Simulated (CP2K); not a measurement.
GaGe3:

```
Ge Ga
1.0
     4.27847    0.00000    0.00000
     0.00000    4.27847    0.00000
     0.00000    0.00000    4.27847
Ge Ga
3 1
Direct
  0.50000 0.50000 0.00000
  0.50000 0.00000 0.50000
  0.00000 0.50000 0.50000
  0.00000 0.00000 0.00000
```

The cell comes from a database or a generator and needn't be the stable form of this composition.

Base run:

* Program: CP2K 2026.2
* Functional: PBEsol
* Potentials or basis: POTENTIAL_UZH Ge GTH-PBE-q4, Ga GTH-PBE-q13; TZVP-MOLOPT-PBE-GTH basis
* Density cutoff: 6123 eV
* k mesh: 6 × 6 × 6
* Occupations: fermi-dirac, width 0.01 eV
* Spin: no spin polarisation

Its results: band gap on the k mesh none (metal or under the smearing width); pressure -1.1 GPa.

The run is repeated on the same cell with these changes: functional from PBEsol to PBE. What comes out?

Band gap on the k mesh none (metal or under the smearing width); pressure 0.8 GPa.

PBE binds less tightly than PBEsol, so the same cell stands under more pressure.

Caveats: the basis of atomic orbitals isn't converged, which shifts pressures, moduli and gaps; the potentials were made for another functional, which shifts forces and pressure (some runs).
